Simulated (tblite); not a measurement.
# C2H10OSSi2: the cost of one run

The runs use tblite 0.8.0 and PySCF 2.14.0, with density-fitted response routines of our own; the level of theory stands in each step. All values are computed, except where a source is named. Atoms count from 0, in the outputs and in this text.

## Step 1: The starting structure

16 atoms, charge 0, multiplicity 1; geometry from: force field or distance geometry start.

Bonds of the start (Å): C0–O1 1.41, O1–C2 1.43, C2–Si3 1.87, Si3–S4 2.13, S4–Si5 2.13, C0–H6 1.10, C0–H7 1.10, C0–H8 1.09, C2–H9 1.11, C2–H10 1.10, Si3–H11 1.49, Si3–H12 1.50, Si5–H13 1.48, Si5–H14 1.49, Si5–H15 1.49.

## Step 2: Optimising the geometry with GFN2-xTB

The job: settings as JSON, then the geometry in Å.

```
{"job": {"kind": "relax", "xc": "GFN2-xTB", "basis": "xTB"}, "charge": 0, "multiplicity": 1}
C     -2.068100     1.147500     0.848700
O     -0.929600     0.336300     0.675200
C     -1.012400    -0.501700    -0.481300
Si     0.467000    -1.568100    -0.879000
S      2.123200    -0.417500    -1.569700
Si     2.555500     0.530400     0.285200
H     -2.972000     0.535400     0.957000
H     -1.941500     1.751300     1.761100
H     -2.183400     1.825400    -0.000500
H     -1.890900    -1.160600    -0.353100
H     -1.219200     0.139200    -1.355900
H      0.104100    -2.518700    -1.961600
H      0.881200    -2.395700     0.304600
H      2.539800    -0.454800     1.394300
H      1.613100     1.660400     0.511800
H      3.925600     1.100200     0.210900
```

On the command line:

```
OMP_NUM_THREADS=1 python probes_run.py task.json out
```

This one command runs all jobs of the session in turn.

**Question.** How long does this first job take on 1 thread of Arm Neoverse N1, shared host, and how much memory does it need?

About 1.5 s, with a peak of 0.18 GiB.
